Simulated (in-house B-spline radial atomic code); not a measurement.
**Excitations of Ge⁴⁺ as exact exchange is dialled in**

One table from this session's results is given with a row withheld; the runs are named, their logs left out.

The numbers are computed with in-house B-spline radial atomic code version 1 (linear response of a closed shell, each method with its own adiabatic kernel; spin-free one-electron X2C, finite nucleus; B-spline basis; no spin-orbit coupling, no double excitations; only terms of natural parity, (−1)^L, with L up to 3 are computed), except any that are marked as measured or tabulated.

### The atom as given

* element: germanium (Z = 32)
* charge: +4
* configuration: [Ar] 3d10
* runs: 0 % exact exchange; 10 % exact exchange; 20 % exact exchange; 30 % exact exchange; 40 % exact exchange; 50 % exact exchange; 60 % exact exchange; 70 % exact exchange; 80 % exact exchange; 90 % exact exchange; 100 % exact exchange

Outer shells as boxes (Hund's rule):

Ge⁴⁺
```
[Ar] core
3d [↑↓][↑↓][↑↓][↑↓][↑↓]
```

Set-up of the first run:

Settings, as recorded:

```ini
Z = 32
electrons = 28.0
configuration = [Ar] 3d10
hamiltonian = x2c
method = pbeh
box_radius = 19.1
exact_exchange_fraction = 0.0
rms_radius = 4.0742
intervals = 72
```

Launch:

```
> python run_td.py task.json out
```

One command runs all members of the session, one after another, from task.json.

Steps of the session up to this table: 0 % exact exchange.

One of the session's tables, all rows but one given; the rest of the session is left out.

It belongs to the step «0 % exact exchange». The states in eV; those that feel the box are left out:

```
   state  full (eV)  Tamm-Dancoff (eV)
3d→4s ³D     25.279             25.297
3d→4s ¹D     25.964             25.972
3d→4p ³P     36.437             36.460
3d→4p ³F     36.598             36.612
3d→4p ¹F     37.027             37.029
3d→4p ¹P     38.039             38.117
3d→4d ³S     51.819             51.847
3d→4d ³D     52.528             52.535
3d→4d ¹D     53.014             53.028
3d→5s ³D     55.184             55.188
3d→5s ¹D     55.349             55.351
3d→4d ¹S     56.103             56.580
3d→5p ³P     58.921             58.927
3d→5p ³F          ?                  ?
```

**Question.** Estimate the row for 3d→5p ³F.

The run gave: full (eV): 58.974; Tamm-Dancoff (eV): 58.977. In the column «full (eV)» it is the highest.
